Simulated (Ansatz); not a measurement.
# FGaHO radical: a ladder of functionals and wavefunction methods

The task here is to estimate one member of a computed series from the others.

Method: functionals in def2-TZVPP, the program's frozen cores in correlated methods; program: Ansatz 0.2.0, Gaussian basis.

Plan: LDA (SPW92), PBE-D4, revPBE-D4, BLYP-D4, r2SCAN-D4, B97M-V, PBE0-D4, B3LYP-D4, r2SCANh-D4, r2SCAN0-D4, HSE06-D4, BHLYP-D4, CAM-B3LYP-D4, LC-ωPBE, ωB97X-V, ωB97M-V, B2PLYP, PBE-QIDH; CCSD(T)/def2-SVP; CCSD(T)/def2-TZVPP; MP2/def2-QZVPP; extrapolation to the limit; RPA on PBE.

### The geometry

All runs share one geometry, relaxed beforehand with PBE0-D4 in a triple-zeta def2 set.

SMILES `[OH][Ga][F]`, 4 atoms, charge 0, spin multiplicity 2.

Atoms are counted from 1 here; the program's logs count them from 0.

Bond lengths: O1–Ga2 1.795 Å, O1–H4 0.961 Å, Ga2–F3 1.759 Å. Angles: Ga2–O1–H4 113.8°, O1–Ga2–F3 114.7°.

Coordinates:

```tsv
atom	x (Å)	y (Å)	z (Å)
O1	-0.9285	0.0612	-0.3333
Ga2	0.8024	0.2143	0.1174
F3	1.4501	-1.1480	1.0230
H4	-1.2684	0.8123	-0.8274
```

The first run:

Input file in.yaml:

```yaml
crystal:
  periodic: [false, false, false]
  atoms:
    - {symbol: O, position_ang: [-0.928536, 0.061247, -0.333304]}
    - {symbol: Ga, position_ang: [0.802444, 0.214266, 0.117421]}
    - {symbol: F, position_ang: [1.450125, -1.148023, 1.023024]}
    - {symbol: H, position_ang: [-1.268433, 0.812310, -0.827441]}
basis:
  gaussian: {orbitals: def2-TZVPP}
magnetization: {spin_polarized: true, initial_magnetization: 1}
hamiltonian: {xc: lda}
output: {orbitals: {seedname: orbitals}}
```

Steps of the session up to this table: LDA; PBE-D4 (GGA); revPBE-D4 (GGA); BLYP-D4 (GGA); r2SCAN-D4 (meta-GGA); B97M-V (meta-GGA); PBE0-D4 (hybrid); B3LYP-D4 (hybrid); r2SCANh-D4 (hybrid); r2SCAN0-D4 (hybrid); HSE06-D4 (hybrid); BHLYP-D4 (hybrid); CAM-B3LYP-D4 (range-separated); LC-ωPBE-D4 (range-separated; the results give it without D4); ωB97X-V (range-separated); ωB97M-V (range-separated); B2PLYP (double hybrid); PBE-QIDH (double hybrid).

One table of the session follows, with a row left open; its other results are not shown here.

It belongs to the step «Orbital energies across the functionals». 

```
  functional  HOMO (eV)  LUMO (eV)  gap (eV)
 LDA (SPW92)      -5.95      -5.03      0.92
      PBE-D4      -5.80      -4.63      1.17
   revPBE-D4      -5.74      -4.46      1.28
     BLYP-D4      -5.67      -4.72      0.95
   r2SCAN-D4      -6.21      -4.25      1.96
      B97M-V      -5.95      -4.79      1.16
     PBE0-D4      -7.02      -3.67      3.35
    B3LYP-D4      -6.80      -4.16      2.64
  r2SCANh-D4      -6.66      -3.92      2.74
  r2SCAN0-D4      -7.33      -3.45      3.88
    HSE06-D4      -6.61      -4.05      2.56
    BHLYP-D4      -8.09      -2.96      5.13
CAM-B3LYP-D4      -8.34      -2.88      5.46
     LC-ωPBE      -9.66      -1.31      8.35
     ωB97X-V          ?          ?         ?
     ωB97M-V      -9.12      -1.94      7.18
```

**Question.** Estimate the row for ωB97X-V.

As computed: HOMO (eV): -9.17; LUMO (eV): -1.73; gap (eV): 7.44. In the column «HOMO (eV)» it lies between LC-ωPBE (-9.66) and ωB97M-V (-9.12).
